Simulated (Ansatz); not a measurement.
Task: a comparison of enthalpies under pressure of two structures of Y, with Ansatz's Python interface. Give the script and its output. Use (first run): LDA, PAW, cutoff 517 eV, 16×16×16 k-points, cold smearing of 0.05 eV.

Script `y.py`:
```python
"""Pressure at which two phases of Y cross."""

import warnings

import ansatz as az
import numpy as np
from tabulate import tabulate

config = {
    "kspacing": 0.14,
    "smearing": "cold",
    "sigma": 0.05,
}


def fcc(a_site, a):
    return (
        az.Lattice.fcc(a)
        .space_group(225)
        .atom(a_site, (0, 0, 0))
        .primitive()
    )


def bcc(a_site, a):
    return (
        az.Lattice.bcc(a)
        .space_group(229)
        .atom(a_site, (0, 0, 0))
        .primitive()
    )


def ground_state(name, crystal, pressure=0.0):
    calc = (
        crystal.calculation()
        .basis(38 * az.Ry)
        .functional(az.Functional.LDA)
        .kpoints(spacing=config["kspacing"])
        .occupations(config["smearing"], width=config["sigma"])
    )
    calc = calc.relax(force_tolerance=0.03, cell=True, pressure=pressure)
    return calc.run()


def volume_per_atom(outcome):
    return abs(np.linalg.det(outcome.lattice.cell_ang)) / len(outcome.lattice.sites)


def main() -> None:
    warnings.simplefilter("ignore")

    phases = {}
    phases["fcc"] = fcc("Y", 5.09)
    phases["bcc"] = bcc("Y", 4.04)

    # enthalpy per atom at each pressure
    pressures = [0, 15, 30, 45]
    enthalpy, volume = {name: [] for name in phases}, {name: [] for name in phases}
    for p in pressures:
        for name, crystal in phases.items():
            o = ground_state(name, crystal, pressure=p)
            volume[name].append(volume_per_atom(o))
            enthalpy[name].append(o.report["energy_sigma0_ev"] / len(o.lattice.sites) + p * volume[name][-1] / 160.21766)
    gap = np.array(enthalpy["bcc"]) - np.array(enthalpy["fcc"])
    rows = [(p, va, vb, 1000 * d) for p, va, vb, d in zip(pressures, volume["fcc"], volume["bcc"], gap)]
    print(tabulate(rows, headers=["P (GPa)", "V fcc (A^3/atom)", "V bcc (A^3/atom)", "H(bcc) - H(fcc) (meV/atom)"], floatfmt=".4f", tablefmt="rst"))
    crossings = [p0 - g0 * (p1 - p0) / (g1 - g0) for p0, p1, g0, g1 in zip(pressures, pressures[1:], gap, gap[1:]) if g0 * g1 < 0]
    print("crossing near", [round(float(p), 1) for p in crossings], "GPa") if crossings else print("no crossing in this range")


if __name__ == "__main__":
    main()
```

```console
$ python y.py
=========  ==================  ==================  ============================
  P (GPa)    V fcc (A^3/atom)    V bcc (A^3/atom)    H(bcc) - H(fcc) (meV/atom)
=========  ==================  ==================  ============================
        0             29.4434             29.8907                      123.7328
       15             23.4128             23.4922                      146.6322
       30             20.2214             20.3107                      150.1993
       45             18.1481             18.2416                      161.8934
=========  ==================  ==================  ============================
no crossing in this range
```

Reading the output:
- At a fixed pressure a relaxation lowers the enthalpy F + PV, while F alone can rise.
- Only these two structures are compared, at zero temperature and with their symmetry kept; either may be hypothetical, and another phase may be lower than both. Differences under 10 to 15 meV an atom lie within the error of mesh and functional.
- The cells are prototypes set up for this calculation and needn't exist.
- Finished in 99 s on 1 thread of Arm Neoverse V2, on a shared host, peak memory 0.44 GiB.
